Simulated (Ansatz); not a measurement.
# C2HCl2FHf: a ladder of functionals and wavefunction methods

An exercise on one series of results from a longer session: the logs are not shown, and one member is left open.

Method: functionals in def2-TZVPP, the program's frozen cores in correlated methods; program: Ansatz 0.2.0, Gaussian basis.

Plan: LDA (SPW92), PBE-D4, revPBE-D4, BLYP-D4, r2SCAN-D4, B97M-V, PBE0-D4, B3LYP-D4, r2SCANh-D4, r2SCAN0-D4, HSE06-D4, BHLYP-D4, CAM-B3LYP-D4, LC-ωPBE, ωB97X-V, ωB97M-V, B2PLYP, PBE-QIDH; CCSD(T)/def2-SVP; CCSD(T)/def2-TZVPP; MP2/def2-QZVPP; extrapolation to the limit; RPA on PBE.

## The geometry

All runs share one geometry, relaxed beforehand with PBE0-D4 in a triple-zeta def2 set. Hf takes the def2 core potential; no spin-orbit term is included.

SMILES `C#[C][Hf]([F])([Cl])[Cl]`, 7 atoms, charge 0, spin multiplicity 1.

Atoms are counted from 1 here; the program's logs count them from 0.

Bond lengths: C1–C2 1.214 Å, C1–H7 1.068 Å, C2–Hf3 2.157 Å, Hf3–F4 1.883 Å, Hf3–Cl5 2.329 Å, Hf3–Cl6 2.329 Å. Angles: C2–C1–H7 180.0°, C1–C2–Hf3 179.6°, C2–Hf3–F4 107.8°, C2–Hf3–Cl5 108.7°, C2–Hf3–Cl6 108.7°, F4–Hf3–Cl5 110.0°, F4–Hf3–Cl6 110.0°, Cl5–Hf3–Cl6 111.5°.

The first run:

The input, in.yaml:

```yaml
crystal:
  periodic: [false, false, false]
  atoms:
    - {symbol: C, position_ang: [1.646477, -1.347927, 0.711875]}
    - {symbol: C, position_ang: [0.742841, -0.636256, 0.322339]}
    - {symbol: Hf, position_ang: [-0.869962, 0.615721, -0.372173]}
    - {symbol: F, position_ang: [-2.288068, -0.509835, -0.891405]}
    - {symbol: Cl, position_ang: [-0.124021, 1.852234, -2.198958]}
    - {symbol: Cl, position_ang: [-1.548595, 1.998973, 1.373851]}
    - {symbol: H, position_ang: [2.441338, -1.972900, 1.054472]}
basis:
  gaussian: {orbitals: def2-TZVPP}
hamiltonian: {xc: lda}
output: {orbitals: {seedname: orbitals}}
```

Launch:

```bash
$ ansatz run in.yaml --threads 4 --pin off --events-out ev --progress --plain --max-ram 10444MiB
```

Steps of the session up to this table: LDA; PBE-D4 (GGA); revPBE-D4 (GGA); BLYP-D4 (GGA); r2SCAN-D4 (meta-GGA); B97M-V (meta-GGA); PBE0-D4 (hybrid); B3LYP-D4 (hybrid); r2SCANh-D4 (hybrid); r2SCAN0-D4 (hybrid); HSE06-D4 (hybrid); BHLYP-D4 (hybrid); CAM-B3LYP-D4 (range-separated); LC-ωPBE (range-separated); ωB97X-V (range-separated); ωB97M-V (range-separated); B2PLYP (double hybrid); PBE-QIDH (double hybrid).

One of the session's tables, all rows but one given; the rest of the session is left out.

It belongs to the step «Orbital energies across the functionals». 

```
  functional  HOMO (eV)  LUMO (eV)  gap (eV)
 LDA (SPW92)      -7.77      -3.36      4.41
      PBE-D4      -7.55      -3.08      4.47
   revPBE-D4          ?          ?         ?
     BLYP-D4      -7.36      -2.93      4.42
   r2SCAN-D4      -7.82      -2.94      4.88
      B97M-V      -7.77      -2.87      4.90
     PBE0-D4      -8.76      -2.30      6.46
    B3LYP-D4      -8.49      -2.49      6.00
  r2SCANh-D4      -8.27      -2.65      5.62
  r2SCAN0-D4      -8.94      -2.22      6.73
    HSE06-D4      -8.36      -2.68      5.68
    BHLYP-D4      -9.78      -1.36      8.43
CAM-B3LYP-D4     -10.08      -1.23      8.85
     LC-ωPBE     -11.53      -0.11     11.42
     ωB97X-V     -11.11      -0.19     10.92
     ωB97M-V     -10.97      -0.27     10.70
```

Q: Estimate the row for revPBE-D4 from the others.

As computed: HOMO (eV): -7.47; LUMO (eV): -2.97; gap (eV): 4.49. In the column «HOMO (eV)» it lies between PBE-D4 (-7.55) and BLYP-D4 (-7.36).
